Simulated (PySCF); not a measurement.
# C2HBF2 (SMILES C#CB(F)F): B3LYP/ANO-RCC-MB (sfX2C, max memory mb 1860)

Wanted: the energy of C2HBF2. 

The calculation is run with PySCF 2.14.0.

### Step 1. The structure to begin with

The species is C2HBF2 (6 atoms), typed as a singlet with charge 0. SMILES: `C#CB(F)F`. Geometry: relaxed at PBE0-D4/def2-TZVP.

Bond lengths: C1–C2 1.203 Å, C2–B3 1.521 Å, B3–F4 1.316 Å, B3–F5 1.316 Å, C1–H6 1.066 Å. Angles: C1–C2–B3 180.0°, C2–B3–F4 121.1°, C2–B3–F5 121.1°, F4–B3–F5 117.8°, C2–C1–H6 180.0°.

### Step 2. The energy at B3LYP/ANO-RCC-MB (sfX2C, max memory mb 1860)

Contents of run.py:

```python
from pyscf import gto, dft

mol = gto.M(
    atom='''
C     -1.669951     0.851889     2.368583
C     -0.413094     0.200689     0.589028
B      1.175410    -0.622098    -1.659935
F      0.290262    -2.228932    -3.338390
F      3.480309     0.248877    -1.991960
H     -2.783567     1.428633     3.945559
''',
    basis='ano-rcc-mb',
    charge=0,
    max_memory=1860,
    unit='bohr',
    verbose=3,
)

mf = dft.RKS(mol, xc='b3lyp')
mf = mf.x2c()
mf.conv_tol = 1e-10
mf.grids.level = 4
mf.kernel()
if not mf.converged:
    mf = mf.newton().run(mf.mo_coeff, mf.mo_occ)

e_final = mf.e_tot
print('E = %.10f Eh' % e_final)
```

Run with:

```console
$ OMP_NUM_THREADS=1 python run.py
```

What values should one expect? Wanted: total energy; dipole moment; HOMO energy; LUMO energy; HOMO–LUMO gap.

Computed results:

At B3LYP/ANO-RCC-MB (sfX2C, max memory mb 1860):

```
     quantity          value
 total energy  -301.44740 Eh
dipole moment         1.98 D
  HOMO energy      -10.47 eV
  LUMO energy       -3.35 eV
HOMO–LUMO gap        7.12 eV
```
